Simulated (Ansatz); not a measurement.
**EuBRh3: two electronic states of one cell**

An SCF can end in more than one state. Here EuBRh3, a crystal from a database, its volume scaled a little, is run from each state found earlier: which lies lowest, and what else changes?

Program: Ansatz 0.2.0. Level of theory: DFT, r2SCAN, with U = 6.35 eV and J = 0.79 eV on Eu f, U = 3.26 eV and J = 0.9 eV on Rh d, plane waves, PAW. These are calculated values, not measurements.

## Step 1: The structure

The structure is cubic, space group Pm-3m (No. 221). The conventional cell has a = 4.158 Å, b = 4.158 Å, c = 4.158 Å, α = 90.00°, β = 90.00°, γ = 90.00°. Around Rh (site symmetry 4/mmm) lie 2 B at 2.08 Å. Around Eu (site symmetry m-3m) lie 12 Rh at 2.94 Å. Around B (site symmetry m-3m) lie 6 Rh at 2.08 Å.

Coordinates:

```xyz
5
Lattice="4.1577 0.0000 0.0000 0.0000 4.1577 0.0000 0.0000 0.0000 4.1577" Properties=species:S:1:pos:R:3 pbc="T T T"
Rh    0.0000    2.0788    2.0788
Rh    2.0788    0.0000    2.0788
Rh    2.0788    2.0788    0.0000
Eu    0.0000    0.0000    0.0000
B     2.0788    2.0788    2.0788
```

The states: A, Rh1 up, Rh2 up, Rh3 up, Eu4 up (collinear spin); B, Rh1 down, Rh2 down, Rh3 down, Eu4 up (collinear spin). Each run reads its own saved solution as saved_state.

## Step 2: State A: the run

File input.yaml:

```yaml
crystal:
  lattice:
    - [4.15767894, 0.0, 0.0]
    - [0.0, 4.15767894, 0.0]
    - [0.0, 0.0, 4.15767894]
  atoms:
    - { symbol: Rh, position: [0.0, 0.5, 0.5], spin: 1.0 }
    - { symbol: Rh, position: [0.5, 0.0, 0.5], spin: 1.0 }
    - { symbol: Rh, position: [0.5, 0.5, 0.0], spin: 1.0 }
    - { symbol: Eu, position: [0.0, 0.0, 0.0], spin: 7.0 }
    - { symbol: B, position: [0.5, 0.5, 0.5] }
  symmetry: { detect: false, time_reversal: true }
kpoints:
  mp_grid: { grid: [4, 4, 4], shift: [0.5, 0.5, 0.5] }
magnetization:
  spin_polarized: true
scf:
  occupations: { method: fermi_dirac }
  lower_state_search: "off"
  max_iter: 200
hamiltonian:
  pseudopotentials: { kind: paw }
  xc: r2scan
  hubbard:
    projectors: all-electron-ortho-atomic
    sites:
      - { species: Eu, l: f, u: 6.35, j: 0.79 }
      - { species: Rh, l: d, u: 3.26, j: 0.9 }
basis:
  ecutwfc: 500
  fft_grid_basis: typed
output:
  forces: true
  stress: true
  eigenvalues: true
  bader: true
  populations: true
  elf: true
  write_potential: true
  volumetric_format: npy
  dos:
    e_range: [-12, 8]
    de: 0.05
    projected: { site_lists: { B: [B], Eu: [Eu], Rh: [Rh] } }
checkpoint:
  read: saved_state
```

## Step 4: Run from state B

Edit input.yaml of step 2 so:

```diff
@@ -6,7 +6,7 @@
   atoms:
-    - { symbol: Rh, position: [0.0, 0.5, 0.5], spin: 1.0 }
-    - { symbol: Rh, position: [0.5, 0.0, 0.5], spin: 1.0 }
-    - { symbol: Rh, position: [0.5, 0.5, 0.0], spin: 1.0 }
+    - { symbol: Rh, position: [0.0, 0.5, 0.5], spin: -1.0 }
+    - { symbol: Rh, position: [0.5, 0.0, 0.5], spin: -1.0 }
+    - { symbol: Rh, position: [0.5, 0.5, 0.0], spin: -1.0 }
     - { symbol: Eu, position: [0.0, 0.0, 0.0], spin: 7.0 }
-    - { symbol: B, position: [0.5, 0.5, 0.5] }
+    - { symbol: B, position: [0.5, 0.5, 0.5], spin: 0.0 }
   symmetry: { detect: false, time_reversal: true }
@@ -14,2 +14,11 @@
   mp_grid: { grid: [4, 4, 4], shift: [0.5, 0.5, 0.5] }
+  band_path:
+    path:
+      - [0.0, 0.0, 0.0]
+      - [0.0, 0.5, 0.0]
+      - [0.5, 0.5, 0.0]
+      - [0.0, 0.0, 0.0]
+      - [0.5, 0.5, 0.5]
+      - [0.0, 0.5, 0.0]
+    npoints: 10
 magnetization:
```

(Steps that only read results are left out.)

Q: Predict the outcome of this session. Wanted: for each run, free energy; largest site moment; size of the net moment; gap; pressure; largest force.

**Answer**, as computed:

| state | free energy (meV/atom) | largest site moment (μB) | size of the net moment (μB/cell) | gap (eV) | pressure (GPa) | largest force (eV/Å) | SCF cycles |
| --- | --- | --- | --- | --- | --- | --- | --- |
| A | 17.7 | 6.77 | 8.25 | metal | 12.6 | 0.00 | 42 |
| B | 0.0 | 6.84 | 5.41 | metal | 13.2 | 0.00 | 44 |

What this shows: State B lies lowest, 17.7 meV per atom under state A. At the same volume their pressures differ by 0.6 GPa. Every run converged, so convergence alone does not show that a state is the lowest.

Caveats: the k mesh is coarse for a cell without a gap.
